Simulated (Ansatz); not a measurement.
# CH₄GeO₂: basis-set convergence

The task here is to estimate one member of a computed series from the others.

Method: one geometry, several basis sets; program: Ansatz 0.2.0, Gaussian basis.

The runs, in order: PBE0-D4/def2-SVP; ωB97M-V/def2-SVP; PBE0-D4/def2-QZVPP; ωB97M-V/def2-QZVPP; the functionals' def2-TZVPP values are taken from earlier runs.

## The relaxed structure

All runs share one geometry, relaxed beforehand with PBE0-D4 in a triple-zeta def2 set.

8 atoms, charge 0, spin multiplicity 1.

Atoms are counted from 1 here; the program's logs count them from 0.

Bond lengths: O1–C2 1.203 Å, C2–O3 1.318 Å, C2–H5 1.101 Å, O3–Ge4 1.840 Å, Ge4–H6 1.528 Å, Ge4–H7 1.528 Å, Ge4–H8 1.532 Å. Angles: O1–C2–O3 124.7°, O1–C2–H5 123.7°, O3–C2–H5 111.6°, C2–O3–Ge4 113.7°, O3–Ge4–H6 108.6°, O3–Ge4–H7 108.6°, O3–Ge4–H8 100.3°, H6–Ge4–H7 113.7°, H6–Ge4–H8 112.4°, H7–Ge4–H8 112.4°.

The first run:

Input file in.yaml:

```yaml
crystal:
  periodic: [false, false, false]
  atoms:
    - {symbol: O, position_ang: [1.249839, -0.737777, 1.111613]}
    - {symbol: C, position_ang: [1.395931, 0.277783, 0.484065]}
    - {symbol: O, position_ang: [0.493245, 0.797832, -0.322841]}
    - {symbol: Ge, position_ang: [-1.061926, -0.179971, -0.420965]}
    - {symbol: H, position_ang: [2.310346, 0.889652, 0.516830]}
    - {symbol: H, position_ang: [-1.700905, -0.218480, 0.966856]}
    - {symbol: H, position_ang: [-0.732886, -1.562257, -0.983870]}
    - {symbol: H, position_ang: [-1.861544, 0.676117, -1.407488]}
basis:
  gaussian: {orbitals: def2-SVP}
hamiltonian: {xc: pbe0, dispersion: d4}
output: {orbitals: {seedname: orbitals}}
```

Launch:

```sh
ansatz run in.yaml --threads 2 --pin off --events-out ev --progress --plain --max-ram 4352MiB
```

Among the steps run: PBE0-D4 in def2-SVP; ωB97M-V in def2-SVP; PBE0-D4 in def2-QZVPP; ωB97M-V in def2-QZVPP.

One table of the session follows, with a row left open; its other results are not shown here.

It belongs to the step «Density functionals: the series». 

```
functional       basis  HOMO (eV)  LUMO (eV)
   PBE0-D4    def2-SVP          ?          ?
   PBE0-D4  def2-TZVPP      -8.35      -0.01
   PBE0-D4  def2-QZVPP      -8.38      -0.22
   ωB97M-V    def2-SVP     -10.63       2.13
   ωB97M-V  def2-TZVPP     -10.79       1.86
   ωB97M-V  def2-QZVPP     -10.82       1.32
```

**Question.** Estimate the row for PBE0-D4, def2-SVP.

The run gave: HOMO (eV): -8.23; LUMO (eV): 0.20. In the column «HOMO (eV)» it is the highest.
